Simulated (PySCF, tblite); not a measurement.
**C6H17BN2: geometry, infrared bands and NMR shifts**

What infrared bands and NMR shifts should C6H17BN2 (`CN[C@@H]1[BH2-][N+](C)(C)[C@@H]1C`) show?

Computed with tblite 0.8.0 and PySCF 2.14.0, with density-fitted response routines of our own, on a single molecule in the gas phase. Atoms count from 0, in the outputs and in this text.

### 1 Starting geometry

26 atoms, charge 0, multiplicity 1; geometry from: force field or distance geometry start.

Bonds of the start (Å): C0–N1 1.47, N1–C2 1.43, C2–B3 1.60, B3–N4 1.52, N4–C5 1.42, N4–C6 1.48, N4–C7 1.45, C7–C8 1.50, C7–C2 1.50, C0–H9 1.12, C0–H10 1.12, C0–H11 1.10, N1–H12 1.08, C2–H13 1.10, B3–H14 1.20, B3–H15 1.16, C5–H16 1.12, C5–H17 1.13, C5–H18 1.12, C6–H19 1.08, C6–H20 1.11, C6–H21 1.11, C7–H22 1.09, C8–H23 1.10, C8–H24 1.11, C8–H25 1.12.

### 2 Relaxing the molecule with GFN2-xTB

Job settings and geometry (Å):

```
{"job": {"kind": "relax", "xc": "GFN2-xTB", "basis": "xTB"}, "charge": 0, "multiplicity": 1}
C      3.103200     0.168300    -0.074900
N      1.893500    -0.555900     0.327600
C      0.887400    -0.233800    -0.630400
B      0.234400     1.174400    -0.226600
N     -1.066500     0.404900    -0.113700
C     -1.750700     0.370200     1.132700
C     -1.987700     0.893700    -1.161300
C     -0.457700    -0.871800    -0.410800
C     -0.385200    -1.874200     0.701900
H      2.921100     1.271800    -0.051500
H      3.325800    -0.167400    -1.117800
H      3.932700    -0.117900     0.587300
H      1.604100    -0.094500     1.260500
H      1.204600    -0.326400    -1.677200
H      0.651500     1.670500     0.778100
H      0.286700     1.934000    -1.096900
H     -1.082100     0.184300     2.008700
H     -2.507900    -0.463900     1.045500
H     -2.321600     1.322600     1.308700
H     -1.594100     0.549300    -2.109900
H     -3.004000     0.523100    -0.928300
H     -1.918900     2.004500    -1.115900
H     -0.960300    -1.300800    -1.279000
H      0.127700    -1.470500     1.587700
H      0.246800    -2.719100     0.357300
H     -1.403700    -2.252700     0.971200
```

Run with:

```sh
> OMP_NUM_THREADS=1 python probes_run.py task.json out
```

One launch serves the whole session: the jobs run in the order shown.

**Question.** This job is followed by: GFN2-xTB harmonic vibrations, gas phase; GIAO PBE0/pcSseg-1 NMR shielding, non-relativistic, gas phase. What will the session give for the following? strongest single infrared mode (GFN2-xTB); zero-point energy (GFN2-xTB); ¹³C shifts against TMS (PBE0/pcSseg-1); ¹H shifts against TMS (PBE0/pcSseg-1, means over atoms taken as alike); ¹⁵N shifts against NH3 (PBE0/pcSseg-1); ¹¹B shifts against BF3·OEt2 (PBE0/pcSseg-1); surface potential, 1st and 99th percentile.

**Answer**, as computed:

| quantity | value |
| --- | --- |
| strongest single infrared mode (GFN2-xTB) | 2493 cm⁻¹, 230 km/mol |
| zero-point energy (GFN2-xTB) | 145.6 kcal/mol |
| ¹³C shifts against TMS (PBE0/pcSseg-1) | 67.1, 52.3, 50.6, 45.4, 42.5, 10.7 ppm |
| ¹H shifts against TMS (PBE0/pcSseg-1, means over atoms taken as alike) | 3.30, 2.97, 2.78, 2.45, 2.34, 2.24, 2.10, 1.25, 0.61 ppm |
| ¹⁵N shifts against NH3 (PBE0/pcSseg-1) | 53.9, 52.2 ppm |
| ¹¹B shifts against BF3·OEt2 (PBE0/pcSseg-1) | -8.0 ppm |
| surface potential, 1st and 99th percentile | -1.32 V and 1.00 V |

In words: The optimisation took 215 steps and gained 1.415 eV; among the close pairs (by a distance rule), B3–N4 changed most, from 1.516 to 1.654 Å. All 72 modes are real, so the xTB geometry is a minimum. The strongest single mode, at 2493 cm⁻¹, moves mainly H15. Unscaled tight-binding wavenumbers are off by several per cent, some by more. Its intensities can rank the bands wrongly. C7 (sp3 CH bonded to N) lies farthest downfield among carbon, at 67.1 ppm; pulled downfield by the heteroatom. The most deshielded hydrogen is H22 (hydrogen on an sp3 CH bonded to N), at 3.30 ppm: its carbon carries N, which withdraws density.
